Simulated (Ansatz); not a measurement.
# Hf (P6_3/mmc): compression over a wide range

One table from this session's results is given with a row withheld; the runs are named, their logs left out.

Program: Ansatz 0.2.0. Level of theory: DFT PBEsol, scalar-relativistic, plane waves, PAW. These are calculated values, not measurements.

### The starting structure

The structure is hexagonal, space group P6_3/mmc (No. 194). The conventional cell has a = 3.161 Å, b = 3.161 Å, c = 4.994 Å, α = 90.00°, β = 90.00°, γ = 120.00°. Hf (site symmetry -6m2) is surrounded by 12 Hf at 3.09 to 3.16 Å.

Structure file:

```xyz
2
Lattice="3.1608 0.0000 0.0000 -1.5804 2.7373 0.0000 0.0000 0.0000 4.9937" Properties=species:S:1:pos:R:3 pbc="T T T"
Hf    0.0000    1.8249    1.2484
Hf    1.5804    0.9124    3.7453
```

This cell comes from an earlier session at PBEsol: 21.603 Å³/atom at 0.01 GPa, on a 16×16×10 mesh.

Set-up of the first run:

Input file input.yaml:

```yaml
crystal:
  lattice:
    - [3.1180518299, 0.0, 0.0]
    - [-1.5590259149, 2.700312095, 0.0]
    - [0.0, 0.0, 4.9261975743]
  atoms:
    - { symbol: Hf, position: [0.3333333333, 0.6666666667, 0.25] }
    - { symbol: Hf, position: [0.6666666667, 0.3333333333, 0.75] }
basis:
  ecutwfc: 420
  ecutrho_ratio: 4
kpoints:
  mp_grid: { grid: [16, 16, 10] }
hamiltonian:
  xc: pbesol
scf:
  occupations: { method: gaussian, width: 0.05 }
output:
  forces: true
  stress: true
  eigenvalues: true
relax:
  f_tol: 0.01
  max_steps: 40
  cell: { stress_tol: 0.1, fix: [volume] }
```

Run with:

```
$ ansatz run input.yaml --threads 1 --pin off --max-ram 2560MiB --backend cpu --events-out ev --progress --plain --runs-dir out
```

Steps of the session up to this table: Volume × 0.96; Volume × 1.04; Volume × 0.92; Volume × 0.88; Volume × 0.84; Volume × 0.8; Volume × 0.76; Volume × 0.72; Volume × 0.68; Volume × 0.64.

One of the session's tables, all rows but one given; the rest of the session is left out.

```
volume (Å³/atom)  energy above the lowest (meV/atom)  pressure (GPa)
          13.826                              1845.6           104.8
          14.690                              1345.0            82.5
          15.554                               952.4            63.8
          16.418                               649.9            48.8
          17.282                               421.0            36.5
          18.146                                   ?               ?
          19.010                               132.9            18.0
          19.874                                54.7            10.8
          20.739                                12.9             4.9
          21.603                                 0.0             0.0
          22.467                                11.5            -4.1
```

Estimate the missing values for volume (Å³/atom) = 18.146.

Worked estimate for «energy above the lowest (meV/atom)». A straight line through the neighbours (17.282, 421.0) and (19.010, 132.9) gives 421.0 + (132.9 − 421.0) × (18.146 − 17.282) / (19.010 − 17.282) = 276.9; a parabola fitted to 4 rows on both sides gives 251.8.

The run gave: energy above the lowest (meV/atom): 252.2; pressure (GPa): 26.4. In «energy above the lowest (meV/atom)» the line misses by +24.7 and the parabola by -0.4.

Limits of these values: The k mesh is not the same at all volumes. Other structures may be lower in enthalpy at these pressures. Warnings in the runs' records: forces off the residual converged image, eigensolver not converged, bands unlocked at the loops exit.
